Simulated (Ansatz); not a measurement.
# EuN: the cost of one run

Program: Ansatz 0.2.0. Level of theory: DFT PBEsol+U (U = 7 eV, J = 0.9 eV on Eu f), plane waves, PAW, no spin–orbit coupling unless a run says so. These are calculated values, not measurements.

6 further runs of the same task are left out: 6 that didn't finish. Runs told in other sessions of the task aren't counted.

**1. The starting structure**

It takes space group Fm-3m (No. 225, cubic). The conventional cell has a = 5.014 Å, b = 5.014 Å, c = 5.014 Å, α = 90.00°, β = 90.00°, γ = 90.00°. Around Eu (site symmetry m-3m) lie 6 N at 2.51 Å. Around N (site symmetry m-3m) lie 6 Eu at 2.51 Å.

Structure file:

```cif
data_structure
_symmetry_space_group_name_H-M 'P 1'
_symmetry_Int_Tables_number 1
_cell_length_a 3.5454
_cell_length_b 3.5454
_cell_length_c 7.0909
_cell_angle_alpha 60.000
_cell_angle_beta 60.000
_cell_angle_gamma 60.000
_cell_volume 63.03
loop_
_atom_site_label
_atom_site_type_symbol
_atom_site_fract_x
_atom_site_fract_y
_atom_site_fract_z
_atom_site_occupancy
Eu1 Eu 0.50000 0.50000 0.25000 1
N1 N 0.00000 0.00000 0.00000 1
Eu2 Eu 0.50000 0.50000 0.75000 1
N2 N 0.00000 0.00000 0.50000 1
```

An earlier series on this cell reached its lowest free state from «ferromagnetic start, free, natural orbitals of the symmetric run filled by rank», perhaps among other starts.

**2. Antiferromagnetic site moments held at first, then free**

Contents of input.yaml:

```yaml
crystal:
  lattice:
    - [0.0, 2.50699905, 2.50699905]
    - [2.50699905, 0.0, 2.50699905]
    - [5.0139981, 5.0139981, 0.0]
  atoms:
    - { symbol: Eu, position: [0.5, 0.5, 0.25], spin: 5.95 }
    - { symbol: "N", position: [0.0, 0.0, 0.0] }
    - { symbol: Eu, position: [0.5, 0.5, 0.75], spin: -5.95 }
    - { symbol: "N", position: [0.0, 0.0, 0.5] }
basis:
  ecutwfc: 420
  ecutrho_ratio: 4
kpoints:
  mp_grid: { grid: [7, 7, 7] }
hamiltonian:
  xc: pbesol
  hubbard:
    sites:
      - { site: 0, l: f, u: 7.0, j: 0.9, starting_ns: [{ spin: up, occupation_matrix: s0up }, { spin: down, occupation_matrix: s0down }] }
      - { site: 2, l: f, u: 7.0, j: 0.9, starting_ns: [{ spin: up, occupation_matrix: s2up }, { spin: down, occupation_matrix: s2down }] }
    occupation_matrices:
      s0up:
        matrix:
          - [0.65704, -0.19192, -0.19192, 0.0, 0.05616, 0.24754, -0.24754]
          - [-0.19192, 0.85231, -0.11769, 0.0, 0.03444, 0.1518, -0.1518]
          - [-0.19192, -0.11769, 0.85231, 0.0, 0.03444, 0.1518, -0.1518]
          - [0.0, 0.0, 0.0, 0.97, 0.0, 0.0, 0.0]
          - [0.05616, 0.03444, 0.03444, 0.0, 0.95992, -0.04442, 0.04442]
          - [0.24754, 0.1518, 0.1518, 0.0, -0.04442, 0.77421, 0.19579]
          - [-0.24754, -0.1518, -0.1518, 0.0, 0.04442, 0.19579, 0.77421]
      s0down:
        matrix:
          - [0.02, 0.0, 0.0, 0.0, 0.0, 0.0, 0.0]
          - [0.0, 0.02, 0.0, 0.0, 0.0, 0.0, 0.0]
          - [0.0, 0.0, 0.02, 0.0, 0.0, 0.0, 0.0]
          - [0.0, 0.0, 0.0, 0.02, 0.0, 0.0, 0.0]
          - [0.0, 0.0, 0.0, 0.0, 0.02, 0.0, 0.0]
          - [0.0, 0.0, 0.0, 0.0, 0.0, 0.02, 0.0]
          - [0.0, 0.0, 0.0, 0.0, 0.0, 0.0, 0.02]
      s2up:
        matrix:
          - [0.02, 0.0, 0.0, 0.0, 0.0, 0.0, 0.0]
          - [0.0, 0.02, 0.0, 0.0, 0.0, 0.0, 0.0]
          - [0.0, 0.0, 0.02, 0.0, 0.0, 0.0, 0.0]
          - [0.0, 0.0, 0.0, 0.02, 0.0, 0.0, 0.0]
          - [0.0, 0.0, 0.0, 0.0, 0.02, 0.0, 0.0]
          - [0.0, 0.0, 0.0, 0.0, 0.0, 0.02, 0.0]
          - [0.0, 0.0, 0.0, 0.0, 0.0, 0.0, 0.02]
      s2down:
        matrix:
          - [0.65704, -0.19192, -0.19192, 0.0, 0.05616, 0.24754, -0.24754]
          - [-0.19192, 0.85231, -0.11769, 0.0, 0.03444, 0.1518, -0.1518]
          - [-0.19192, -0.11769, 0.85231, 0.0, 0.03444, 0.1518, -0.1518]
          - [0.0, 0.0, 0.0, 0.97, 0.0, 0.0, 0.0]
          - [0.05616, 0.03444, 0.03444, 0.0, 0.95992, -0.04442, 0.04442]
          - [0.24754, 0.1518, 0.1518, 0.0, -0.04442, 0.77421, 0.19579]
          - [-0.24754, -0.1518, -0.1518, 0.0, 0.04442, 0.19579, 0.77421]
    ns_hold: { iters: 8 }
scf:
  occupations: { method: gaussian, width: 0.05 }
  lower_state_search: "off"
  max_iter: 150
output:
  forces: true
  stress: true
  eigenvalues: true
  populations: true
  hubbard: { sites: [{ site: 0, l: f }, { site: 2, l: f }] }
magnetization:
  spin_polarized: true
  spin_locking: { lock_spins: true, n_iters: 12 }
```

The typed matrices put 0.97 on the chosen orbitals and 0.02 on the others, and are held for 8 cycles. The lock is temporary (n_iters 12) and is released on the way.

Launch:

```console
$ ansatz run input.yaml --threads 4 --pin off --max-ram 6144MiB --backend cpu --events-out ev --progress --plain --runs-dir out
```

**Question.** How long does this run take on 4 threads of Arm Neoverse V2, shared host, and how much memory does it need?

About 40 s, with a peak of 0.77 GiB.
